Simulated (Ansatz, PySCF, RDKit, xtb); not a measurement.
# Solving PHTeF−, step by step, part 1 of 2

Given the formula PHTeF− (charge -1) and nothing else, which arrangement of the atoms is the most stable in the gas at 200 K, and what are its properties?

Plan: many cheap relaxations first (GFN2-xTB), then density-functional screening, relaxation at B3LYP-D3(BJ)/def2-SVPD, vibrations and a final energy. The numbers are computed, not measured.

6 further runs of the same task are left out: 6 set aside as unsound or not needed.

### 1 Drawing up candidates

All bonding patterns within simple valence rules are listed by program: one Lewis structure each, at most two rings and one unusual centre or charged pair. O–O, O–halogen and N–halogen bonds and N–N–N chains are not drawn. That gives 4 candidates.

```tsv
label	SMILES	spin
c253	F[P@H][Te-]	singlet
c535	F[Te][PH-]	singlet
c699	F[P-][TeH]	singlet
c724	F[TeH]=[P-]	singlet
```

Candidates are built by distance geometry, with a force field where one applies, in up to four conformers (letters a to d). 10 starts with atoms placed at random are added, to find patterns that the rules miss.

### 2 Cheap relaxation of all starts

All 14 starts are relaxed the same way. One of them, c157 (atoms placed at random), in full:

start.xyz

```xyz
4
c157
F     -0.992370     1.443820    -0.413410
P     -0.791230    -1.479490    -0.895480
Te     1.185820     1.220460     0.046910
H     -0.857840     0.075280    -1.211470
```

The run is started by

```console
xtb start.xyz --gfn 2 --opt --chrg -1
```

The program printed, shortened:

```text
* xtb version 6.7.1
[...]
          :  # basis functions                  25          :
[...]
          :  # electrons                        20          :
[...]
          :  Hamiltonian                  GFN2-xTB          :
[...]
          :  net charge                         -1          :
          :  unpaired electrons                  0          :
[...]
   *** convergence criteria satisfied after 37 iterations ***
[...]
   *** GEOMETRY OPTIMIZATION CONVERGED AFTER 21 ITERATIONS ***
[...]
   *** convergence criteria satisfied after 3 iterations ***
[...]
         ::                     SUMMARY                     ::
         :::::::::::::::::::::::::::::::::::::::::::::::::::::
         :: total energy             -11.102033896193 Eh    ::
         :: gradient norm              0.000218368524 Eh/a0 ::
         :: HOMO-LUMO gap              2.151992836875 eV    ::
         ::.................................................::
         :: SCC energy               -11.122642455106 Eh    ::
         :: -> isotropic ES            0.136970997469 Eh    ::
         :: -> anisotropic ES         -0.004711568198 Eh    ::
         :: -> anisotropic XC         -0.000952865021 Eh    ::
         :: -> dispersion             -0.002756085506 Eh    ::
         :: repulsion energy           0.020608558913 Eh    ::
         :: add. restraining           0.000000000000 Eh    ::
         :: total charge              -1.000000000000 e     ::
         :::::::::::::::::::::::::::::::::::::::::::::::::::::
[...]
        10        2.0000           -0.1669251              -4.5423 (HOMO)
        11                         -0.0878409              -2.3903 (LUMO)
[...]
     #   Z          covCN         q      C6AA      α(0)
     1   9          0.639    -0.458    14.309     4.464
     2  15          1.941    -0.675   217.601    27.867
     3  52          1.602     0.114   413.247    37.608
     4   1          0.977     0.020     2.729     2.582
[...]
     #   Z sym  total        # sym  WBO       # sym  WBO       # sym  WBO
 ---------------------------------------------------------------------------
     1   9      0.922 --     3      0.804     2      0.118
     2  15      2.814 --     3      1.709     4      0.987     1      0.118
     3  52      2.526 --     2      1.709     1      0.804
     4   1      1.000 --     2      0.987
 ---------------------------------------------------------------------------
[...]
molecular dipole:
                 x           y           z       tot (Debye)
 q only:        1.485      -0.528       0.430
   full:        1.510      -0.780       0.115       4.329
molecular quadrupole (traceless):
[...]
          | TOTAL ENERGY              -11.102033896193 Eh   |
          | GRADIENT NORM               0.000218368524 Eh/α |
          | HOMO-LUMO GAP               2.151992836875 eV   |
           -------------------------------------------------
[...]
```

It took 0.066 s on 2 threads of Arm Neoverse V2, shared host.

### 3 The minima found

14 of the 14 relaxations converged; 9 ended on a minimum already found. 5 distinct structures remain:

```tsv
label	start	SMILES after	spin	energy (kcal/mol)
c253a	drawn and random	F[P@H][Te-]	singlet	0.0
c881	random and drawn	F[Te][PH-]	singlet	8.9
c477	random and drawn	F[P-][TeH]	singlet	16.2
c724a	drawn	F[TeH]=[P-]	singlet	25.1
c579	random	F[TeH]=[P-]	singlet	27.7
```

### 4 Second filter: single points

A choice of the minima (the low ones first, few conformers of a pattern, up to a cap) and the lowest that fell apart get a single point at r2SCAN-D4/def2-SVPD on the tight-binding geometry, and one at HF/STO-3G for comparison. The lowest singlets are also tried as triplets at the same geometry (label ending in t). The first, c253a:

input.yaml

```yaml
crystal:
  periodic: [false, false, false]
  atoms:
    - {symbol: F, position_ang: [-0.933907, 1.376243, 1.098107]}
    - {symbol: P, position_ang: [0.425860, 1.473423, 0.042043]}
    - {symbol: Te, position_ang: [-0.444769, 1.686423, -2.110913]}
    - {symbol: H, position_ang: [0.580757, 0.077094, 0.155818]}
basis:
  gaussian:
    orbitals: def2-SVPD
total_charge: -1
hamiltonian:
  xc: r2scan
  dispersion: d4
scf:
  lower_state_search: off
output: {orbitals: {seedname: orbitals}}
```

The run is started by

```console
ansatz run input.yaml --threads 2 --pin off --max-ram 4350MiB --events-out events.jsonl --progress --plain --runs-dir runs
```

The program printed, shortened:

```text
Warning: RAYON_NUM_THREADS=2 ignored (pool sized by the plan → 2); use --threads N
Functional definition: r2SCAN
  name "r2SCAN"
[...]
862 factors; their error is unknown
[...]
mean field -19313.98039221 eV, -709.7756879275 hartree, gradient 3.0e-6 eV, S^2 0.000000; 0 other end points of the search recorded, 0 dependent functions left out
reference -19313.98040856 eV, -709.7756885286 hartree; 25, 25 occupied and 65, 65 virtual orbitals, 862 factors
Total energy: -19314.00349897 eV, -709.7765370854 hartree
Checks for a lower state left out: stability, starts, cluster_reference, orbital_swaps, neighbouring_geometries, increment
```

Wall time 1.6 s (2 threads of Arm Neoverse V2, shared host).

Relative energies in kcal/mol, each column from its lowest structure that stays in one piece:

```tsv
label	SMILES	spin	GFN2-xTB	HF/STO-3G	r2SCAN-D4/def2-SVPD
c253a	F[P@H][Te-]	singlet	0.0	0.0	0.0
c881	F[Te][PH-]	singlet	8.9	81.2	21.5
c477	F[P-][TeH]	singlet	16.2	51.0	28.1
c724a	F[TeH]=[P-]	singlet	25.1	205.0	56.1
c881t	F[Te][PH-]	triplet	–	–	59.6
c253at	F[P@H][Te-]	triplet	–	–	64.6
c579	F[TeH]=[P-]	singlet	27.7	222.1	68.3
c477t	F[P-][TeH]	triplet	–	–	73.0
```

### 5 Refinement at B3LYP-D3(BJ)/def2-SVPD

3 candidates are relaxed at B3LYP-D3(BJ)/def2-SVPD (chosen among the lowest in one piece). The first, c253a:

input.yaml

```yaml
basis:
  gaussian:
    orbitals: def2-SVPD
crystal:
  periodic: [false, false, false]
  atoms:
    - {symbol: F, position_ang: [-0.933907, 1.376243, 1.098107]}
    - {symbol: P, position_ang: [0.425860, 1.473423, 0.042043]}
    - {symbol: Te, position_ang: [-0.444769, 1.686423, -2.110913]}
    - {symbol: H, position_ang: [0.580757, 0.077094, 0.155818]}
total_charge: -1
hamiltonian:
  xc: {name: B3LYP}
  dispersion: d3bj
scf:
  lower_state_search: "off"
relax:
  f_tol: 0.003
```

The run is started by

```console
ansatz run input.yaml --threads 2 --pin off --max-ram 4350MiB --events-out events.jsonl --progress --plain --runs-dir runs
```

The program printed, shortened:

```text
Warning: RAYON_NUM_THREADS=2 ignored (pool sized by the plan → 2); use --threads N
[...]
Functional definition: B3LYP
  name "B3LYP"
[...]
1044 factors; integrals over basis functions are off by at most 2.3e-4 eV
[...]
mean field -19315.92992839 eV, -709.8473320607 hartree, gradient 4.1e-6 eV, S^2 0.000000; 0 other end points of the search recorded, 0 dependent functions left out
[...]
reference -19315.93014844 eV, -709.8473401475 hartree; 25, 25 occupied and 65, 65 virtual orbitals, 1044 factors
relax step   1: F+E_penalty+E_count = -19316.11409819 eV  Δ(F+E_penalty+E_count) = +0.000e0 eV  max|allowed force component| = 1.593e0 eV/Å  Δτ_max = 0.0000 Å  (15 SCF iters, accepted)
[...]
relax step   3: F+E_penalty+E_count = -19316.22754700 eV  Δ(F+E_penalty+E_count) = +1.553e-3 eV  max|allowed force component| = 3.938e-1 eV/Å  Δτ_max = 0.0571 Å  (19 SCF iters, rejected (line search))
[...]
relax step   8: F+E_penalty+E_count = -19316.23568821 eV  Δ(F+E_penalty+E_count) = +4.421e-6 eV  max|allowed force component| = 8.583e-3 eV/Å  Δτ_max = 0.0009 Å  (14 SCF iters, rejected (line search))
[...]
relax step   9: F+E_penalty+E_count = -19316.23569383 eV  Δ(F+E_penalty+E_count) = -1.197e-6 eV  max|allowed force component| = 1.567e-3 eV/Å  Δτ_max = 0.0003 Å  (10 SCF iters, accepted)
Total energy: -19316.23591560 eV, -709.8585768832 hartree
Atom 0 at    -0.944488     1.396847     1.143412 Å, force     0.001172    -0.000383    -0.000785 eV/Å
Atom 1 at     0.419775     1.478787     0.104311 Å, force    -0.000695    -0.001167     0.000170 eV/Å
Atom 2 at    -0.450148     1.686275    -2.188252 Å, force     0.000147    -0.000017     0.000299 eV/Å
Atom 3 at     0.602802     0.051274     0.125583 Å, force    -0.000624     0.001567     0.000316 eV/Å
Dipole moment:     0.116655    -0.094202    -0.095112 e Å
Checks for a lower state left out: stability, starts, cluster_reference, orbital_swaps, neighbouring_geometries, increment
```

Run time: 14 s. Hardware: 2 threads of Arm Neoverse V2, shared host.

Energy change by step (eV): 0.0000, -0.1150, -0.1134, -0.1203, -0.1205, -0.1211, -0.1216, -0.1216, -0.1216.

After the run. Bond lengths: F1–P2 1.717 Å, P2–Te3 2.461 Å, P2–H4 1.439 Å. Angles: F1–P2–Te3 106.7°, F1–P2–H4 92.6°, Te3–P2–H4 98.2°.

### 6 Ranking at B3LYP-D3(BJ)/def2-SVPD

```tsv
label	spin	r2SCAN-D4/def2-SVPD (kcal/mol)	B3LYP-D3(BJ)/def2-SVPD, relaxed (kcal/mol)	time
c253a	singlet	0.0	0.0	14 s
c881	singlet	21.5	22.1	11 s
c477	singlet	28.1	28.8	18 s
```

c253a: Bond lengths: F1–P2 1.717 Å, P2–Te3 2.461 Å, P2–H4 1.439 Å. Angles: F1–P2–Te3 106.7°, F1–P2–H4 92.6°, Te3–P2–H4 98.2°.

c881: Bond lengths: F1–Te3 2.130 Å, P2–Te3 2.385 Å, P2–H4 1.443 Å. Angles: F1–Te3–P2 109.8°, Te3–P2–H4 98.0°.

c477: Bond lengths: F1–P2 1.743 Å, P2–Te3 2.459 Å, Te3–H4 1.730 Å. Angles: F1–P2–Te3 102.9°, P2–Te3–H4 107.1°.

### 7 Are they minima? Harmonic frequencies

The lowest few in one piece go on as finalists. Harmonic vibrations at B3LYP-D3(BJ)/def2-SVPD test each finalist and give the zero-point energy and the thermal terms. The first, c253a:

input.yaml

```yaml
crystal:
  periodic: [false, false, false]
  atoms:
    - {symbol: F, position_ang: [-0.944488, 1.396847, 1.143412]}
    - {symbol: P, position_ang: [0.419775, 1.478787, 0.104311]}
    - {symbol: Te, position_ang: [-0.450148, 1.686275, -2.188252]}
    - {symbol: H, position_ang: [0.602802, 0.051274, 0.125583]}
basis:
  gaussian: {orbitals: def2-SVPD}
total_charge: -1
scf: {lower_state_search: off}
hamiltonian: {xc: {name: B3LYP}, dispersion: d3bj}
phonons: {}
```

The run is started by

```console
ansatz run input.yaml --threads 2 --pin off --max-ram 4350MiB --events-out events.jsonl --progress --plain --runs-dir runs
```

The program printed, shortened:

```text
Warning: RAYON_NUM_THREADS=2 ignored (pool sized by the plan → 2); use --threads N
[... 2 set-up lines as earlier in the session ...]
[...]
1044 factors; integrals over basis functions are off by at most 2.3e-4 eV
[...]
mean field -19316.05455119 eV, -709.8519118641 hartree, gradient 5.9e-6 eV, S^2 0.000000; 0 other end points of the search recorded, 0 dependent functions left out
[...]
reference -19316.05477294 eV, -709.8519200132 hartree; 25, 25 occupied and 65, 65 virtual orbitals, 1044 factors
[...]
1044 factors; integrals over basis functions are off by at most 2.3e-4 eV
mean field -19316.05450799 eV, -709.8519102767 hartree, gradient 1.4e-6 eV, S^2 0.000000; 0 other end points of the search recorded, 0 dependent functions left out
[...]
reference -19316.05472972 eV, -709.8519184252 hartree; 25, 25 occupied and 65, 65 virtual orbitals, 1044 factors
[...]
1044 factors; integrals over basis functions are off by at most 2.3e-4 eV
[...]
mean field -19316.05452496 eV, -709.8519109003 hartree, gradient 2.6e-6 eV, S^2 0.000000; 0 other end points of the search recorded, 0 dependent functions left out
[...]
reference -19316.05474671 eV, -709.8519190493 hartree; 25, 25 occupied and 65, 65 virtual orbitals, 1044 factors
Total energy: -19316.23591746 eV, -709.8585769515 hartree
Atom 0 at    -0.944488     1.396847     1.143412 Å, force     0.001159    -0.000381    -0.000770 eV/Å
Atom 1 at     0.419775     1.478787     0.104311 Å, force    -0.000690    -0.001170     0.000154 eV/Å
Atom 2 at    -0.450148     1.686275    -2.188252 Å, force     0.000150    -0.000016     0.000299 eV/Å
Atom 3 at     0.602802     0.051274     0.125583 Å, force    -0.000620     0.001567     0.000316 eV/Å
Dipole moment:     0.116655    -0.094202    -0.095113 e Å
Vibrations: 177.92 347.45 630.93 725.65 900.96 2273.55 cm⁻¹, zero-point energy 0.313460 eV
Checks for a lower state left out: stability, starts, cluster_reference, orbital_swaps, neighbouring_geometries, increment
```

Wall time 35 s (2 threads of Arm Neoverse V2, shared host).

### 8 Zero-point energy and free-energy terms

At 200 K and 1 atm, ideal gas, rigid rotor and harmonic oscillator:

```tsv
label	SMILES	spin	point group	lowest mode (cm⁻¹)	zero-point (kcal/mol)	G − E (kcal/mol)
c253a	F[P@H][Te-]	singlet	C1	178	7.2	-4.5
c881	F[Te][PH-]	singlet	C1	123	6.2	-5.7
c477	F[P-][TeH]	singlet	C1	173	5.4	-6.4
```

Chiral structures get −RT ln 2 for their mirror image.

### 9 The final energy

Single points at CCSD(T)/def2-TZVPPD on the refined geometries decide the order.

c253a, CCSD(T)/def2-TZVPPD:

Changes to input.yaml since step 7:

```diff
@@ -8,6 +8,7 @@
 basis:
-  gaussian: {orbitals: def2-SVPD}
+  gaussian:
+    orbitals: def2-TZVPPD.json
 total_charge: -1
-scf: {lower_state_search: off}
-hamiltonian: {xc: {name: B3LYP}, dispersion: d3bj}
-phonons: {}
+correlation:
+  method: ccsd_t
+  frozen_orbitals: {H: 0, P: 5, Te: 4, F: 1}
```

The basis set def2-TZVPPD is read from a file made from the Basis Set Exchange's data (not shown).

The run is started by

```console
ansatz run input.yaml --threads 2 --pin off --max-ram 4350MiB --events-out events.jsonl --progress --plain --runs-dir runs
```

The program printed, shortened:

```text
Warning: RAYON_NUM_THREADS=2 ignored (pool sized by the plan → 2); use --threads N
Functional definition: HF
  name "HF"
[...]
1163 factors; integrals over basis functions are off by at most 8.8e-4 eV
[...]
mean field -19263.03354540 eV, -707.9034258404 hartree, gradient 1.3e-6 eV, S^2 0.000000; 0 other end points of the search recorded, 0 dependent functions left out
10 core orbitals not correlated: weight in the atoms' cores, before any rotation towards them, 1.000 or more for the frozen orbitals, at most 0.000 for the correlated occupied ones
reference -19263.03354540 eV, -707.9034258404 hartree; 15, 15 occupied and 139, 139 virtual orbitals, 1163 factors
second order -23.86230776 eV of doubles, -0.00000000 eV of singles
cycle   1  -22.85386381 eV  change     1.0e0 eV  update   1.2e-1
[...]
cycle  12  -23.55738143 eV  change   -2.2e-5 eV  update   1.5e-5
perturbative correction -0.79855655 eV, -0.0293464119 hartree
Total energy: -19287.38948338 eV, -708.7984900522 hartree
```

It took 56 s on 2 threads of Arm Neoverse V2, shared host; peak memory 1.4 GiB.

### 10 c881 at CCSD(T)/def2-TZVPPD

input.yaml

```yaml
crystal:
  periodic: [false, false, false]
  atoms:
    - {symbol: F, position_ang: [-2.095177, -0.391741, 1.405869]}
    - {symbol: P, position_ang: [1.121065, -0.066548, -0.385738]}
    - {symbol: Te, position_ang: [-0.584609, -1.524893, 0.421072]}
    - {symbol: H, position_ang: [1.949320, -0.054338, 0.796408]}
basis:
  gaussian: {orbitals: def2-TZVPPD.json}
total_charge: -1
correlation: {method: ccsd_t, frozen_orbitals: {H: 0, P: 5, Te: 4, F: 1}}
```

The basis set def2-TZVPPD is read from a file made from the Basis Set Exchange's data (not shown).

The run is started by

```console
ansatz run input.yaml --threads 2 --pin off --max-ram 4350MiB --events-out events.jsonl --progress --plain --runs-dir runs
```

The program printed, shortened:

```text
Warning: RAYON_NUM_THREADS=2 ignored (pool sized by the plan → 2); use --threads N
[... 2 set-up lines as earlier in the session ...]
[...]
1163 factors; integrals over basis functions are off by at most 6.6e-4 eV
[...]
mean field -19261.48155905 eV, -707.8463913938 hartree, gradient 1.5e-6 eV, S^2 0.000000; 0 other end points of the search recorded, 0 dependent functions left out
10 core orbitals not correlated: weight in the atoms' cores, before any rotation towards them, 1.000 or more for the frozen orbitals, at most 0.000 for the correlated occupied ones
reference -19261.48155905 eV, -707.8463913938 hartree; 15, 15 occupied and 139, 139 virtual orbitals, 1163 factors
second order -24.27310096 eV of doubles, -0.00000000 eV of singles
cycle   1  -23.14793599 eV  change     1.1e0 eV  update   1.4e-1
[...]
cycle  12  -23.92430588 eV  change    1.7e-5 eV  update   3.7e-5
perturbative correction -0.91172782 eV, -0.0335053795 hartree
Total energy: -19286.31759275 eV, -708.7590987978 hartree
```

Run time: 56 s. Hardware: 2 threads of Arm Neoverse V2, shared host; peak memory 1.4 GiB.

### 11 The ranking

Energies in kcal/mol from c253a; G adds the thermal terms to the CCSD(T)/def2-TZVPPD energy. The columns left of the relaxed level are at the tight-binding geometries.

```tsv
label	SMILES	spin	GFN2-xTB	HF/STO-3G	r2SCAN-D4/def2-SVPD	B3LYP-D3(BJ)/def2-SVPD	HF/def2-TZVPPD	MP2/def2-TZVPPD	CCSD(T)/def2-TZVPPD	G	share at equilibrium	T1
c253a	F[P@H][Te-]	singlet	0.0	0.0	0.0	0.0	0.0	0.0	0.0	0.0	100.0 %	0.016
c881	F[Te][PH-]	singlet	8.9	81.2	21.5	22.1	35.8	26.3	24.7	23.6	< 0.1 %	0.020
c477	F[P-][TeH]	singlet	16.2	51.0	28.1	28.8	33.6	31.5	28.9	27.0	< 0.1 %	0.016
```

Lowest found: c253a, `F[P@H][Te-]`, a singlet of point group C1. Bond lengths: F1–P2 1.717 Å, P2–Te3 2.461 Å, P2–H4 1.439 Å. Angles: F1–P2–Te3 106.7°, F1–P2–H4 92.6°, Te3–P2–H4 98.2°.

```xyz
4

F    -0.9445    1.3968    1.1434
P     0.4198    1.4788    0.1043
Te   -0.4501    1.6863   -2.1883
H     0.6028    0.0513    0.1256
```

### 12 Density, orbitals and dipole (PBE0/def2-TZVPD)

input.yaml

```yaml
crystal:
  periodic: [false, false, false]
  atoms:
    - {symbol: F, position_ang: [-0.944488, 1.396847, 1.143412]}
    - {symbol: P, position_ang: [0.419775, 1.478787, 0.104311]}
    - {symbol: Te, position_ang: [-0.450148, 1.686275, -2.188252]}
    - {symbol: H, position_ang: [0.602802, 0.051274, 0.125583]}
basis:
  gaussian: {orbitals: def2-TZVPD}
total_charge: -1
hamiltonian: {xc: pbe0}
output: {forces: true, orbitals: {seedname: orbitals}}
```

The run is started by

```console
ansatz run input.yaml --threads 2 --pin off --max-ram 4350MiB --events-out events.jsonl --progress --plain --runs-dir runs
```

The program printed, shortened:

```text
Warning: RAYON_NUM_THREADS=2 ignored (pool sized by the plan → 2); use --threads N
Functional definition: PBE0
  name "PBE0"
[...]
1017 factors; their error is unknown
[...]
mean field -19313.89193354 eV, -709.7724371315 hartree, gradient 4.4e-5 eV, S^2 0.000000; 0 other end points of the search recorded, 0 dependent functions left out
[...]
reference -19313.89197588 eV, -709.7724386875 hartree; 25, 25 occupied and 126, 126 virtual orbitals, 1017 factors
Total energy: -19313.89197588 eV, -709.7724386875 hartree
Atom 0 at    -0.944488     1.396847     1.143412 Å, force     0.855904     0.055200    -0.642386 eV/Å
Atom 1 at     0.419775     1.478787     0.104311 Å, force    -1.061498    -0.165575     0.079172 eV/Å
Atom 2 at    -0.450148     1.686275    -2.188252 Å, force     0.229296    -0.063045     0.585284 eV/Å
Atom 3 at     0.602802     0.051274     0.125583 Å, force    -0.023702     0.173420    -0.022071 eV/Å
Dipole moment:     0.083826    -0.101307    -0.108903 e Å
```

It took 3.3 s on 2 threads of Arm Neoverse V2, shared host.

(Continued in part 2 of 2.)
